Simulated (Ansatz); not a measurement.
# C2H8SiSn: up Jacob's ladder to CCSD(T)

An exercise on one series of results from a longer session: the logs are not shown, and one member is left open.

The runs use Ansatz 0.2.0, Gaussian basis; functionals in def2-TZVPP, the program's frozen cores in correlated methods.

Plan: LDA (SPW92), PBE-D4, revPBE-D4, BLYP-D4, r2SCAN-D4, B97M-V, PBE0-D4, B3LYP-D4, r2SCANh-D4, r2SCAN0-D4, HSE06-D4, BHLYP-D4, CAM-B3LYP-D4, LC-ωPBE, ωB97X-V, ωB97M-V, B2PLYP, PBE-QIDH; CCSD(T)/def2-SVP; CCSD(T)/def2-TZVPP; MP2/def2-QZVPP; extrapolation to the limit; RPA on PBE.

**The geometry**

All runs share one geometry, relaxed beforehand with PBE0-D4 in a triple-zeta def2 set. Sn takes the def2 core potential; no spin-orbit term is included.

12 atoms, charge 0, spin multiplicity 1.

Atoms are counted from 1 here; the program's logs count them from 0.

Bond lengths: C1–Si2 1.890 Å, C1–Sn4 2.175 Å, C1–H5 1.090 Å, C1–H6 1.090 Å, Si2–C3 1.890 Å, Si2–H7 1.491 Å, Si2–H8 1.491 Å, C3–Sn4 2.175 Å, C3–H9 1.090 Å, C3–H10 1.090 Å, Sn4–H11 1.709 Å, Sn4–H12 1.709 Å. Angles: Si2–C1–Sn4 89.3°, Si2–C1–H5 115.5°, Si2–C1–H6 115.4°, Sn4–C1–H5 113.6°, Sn4–C1–H6 113.5°, H5–C1–H6 108.7°, C1–Si2–C3 98.8°, C1–Si2–H7 112.4°, C1–Si2–H8 112.4°, C3–Si2–H7 112.4°, C3–Si2–H8 112.4°, H7–Si2–H8 108.3°, Si2–C3–Sn4 89.3°, Si2–C3–H9 115.4°, Si2–C3–H10 115.4°, Sn4–C3–H9 113.5°, Sn4–C3–H10 113.6°, H9–C3–H10 108.7° and more.

Coordinates:

```csv
atom,x (Å),y (Å),z (Å)
C1,-0.50719,0.15364,-1.33231
Si2,1.13237,0.54443,-0.47677
C3,0.70592,-0.07056,1.25896
Sn4,-1.27160,-0.62920,0.54711
H5,-0.45547,-0.59192,-2.12632
H6,-1.06062,1.01791,-1.70081
H7,1.45330,2.00001,-0.50113
H8,2.27707,-0.19841,-1.07688
H9,0.68876,0.69447,2.03578
H10,1.29594,-0.91575,1.61466
H11,-1.61017,-2.30386,0.56078
H12,-2.57130,0.24395,1.23104
```

The first run:

in.yaml

```yaml
crystal:
  periodic: [false, false, false]
  atoms:
    - {symbol: C, position_ang: [-0.507194, 0.153641, -1.332315]}
    - {symbol: Si, position_ang: [1.132365, 0.544428, -0.476771]}
    - {symbol: C, position_ang: [0.705918, -0.070563, 1.258958]}
    - {symbol: Sn, position_ang: [-1.271599, -0.629196, 0.547107]}
    - {symbol: H, position_ang: [-0.455472, -0.591918, -2.126321]}
    - {symbol: H, position_ang: [-1.060617, 1.017913, -1.700809]}
    - {symbol: H, position_ang: [1.453296, 2.000007, -0.501134]}
    - {symbol: H, position_ang: [2.277068, -0.198411, -1.076879]}
    - {symbol: H, position_ang: [0.688763, 0.694466, 2.035781]}
    - {symbol: H, position_ang: [1.295937, -0.915752, 1.614659]}
    - {symbol: H, position_ang: [-1.610168, -2.303864, 0.560779]}
    - {symbol: H, position_ang: [-2.571296, 0.243949, 1.231044]}
basis:
  gaussian: {orbitals: def2-TZVPP}
hamiltonian: {xc: lda}
output: {orbitals: {seedname: orbitals}}
```

Steps of the session up to this table: LDA; PBE-D4 (GGA); revPBE-D4 (GGA); BLYP-D4 (GGA); r2SCAN-D4 (meta-GGA); B97M-V (meta-GGA); PBE0-D4 (hybrid); B3LYP-D4 (hybrid); r2SCANh-D4 (hybrid); r2SCAN0-D4 (hybrid); HSE06-D4 (hybrid); BHLYP-D4 (hybrid); CAM-B3LYP-D4 (range-separated); LC-ωPBE (range-separated); ωB97X-V (range-separated); ωB97M-V (range-separated); B2PLYP (double hybrid); PBE-QIDH (double hybrid).

One table of the session follows, with a row left open; its other results are not shown here.

It belongs to the step «Frontier levels by functional». 

| functional | HOMO (eV) | gap (eV) |
| --- | --- | --- |
| LDA (SPW92) | -6.46 | 5.09 |
| PBE-D4 | -6.34 | 5.18 |
| revPBE-D4 | -6.30 | 5.22 |
| BLYP-D4 | ? | ? |
| r2SCAN-D4 | -6.56 | 5.72 |
| B97M-V | -6.66 | 5.58 |
| PBE0-D4 | -7.44 | 7.00 |
| B3LYP-D4 | -7.25 | 6.59 |
| r2SCANh-D4 | -6.97 | 6.37 |
| r2SCAN0-D4 | -7.59 | 7.34 |
| HSE06-D4 | -7.05 | 6.25 |
| BHLYP-D4 | -8.45 | 8.70 |
| CAM-B3LYP-D4 | -8.71 | 9.11 |
| LC-ωPBE | -10.02 | 11.48 |
| ωB97X-V | -9.68 | 11.00 |
| ωB97M-V | -9.54 | 10.51 |

**Question.** Estimate the row for BLYP-D4.

Worked estimate for «HOMO (eV)». Against the share of exact exchange, B3LYP-D4 (0.2, -7.25), BHLYP-D4 (0.5, -8.45) give a slope of -4.00 per unit share; at 0 the line stands at -6.45.

As computed: HOMO (eV): -6.21; gap (eV): 5.15. In «HOMO (eV)» the line misses by -0.24.
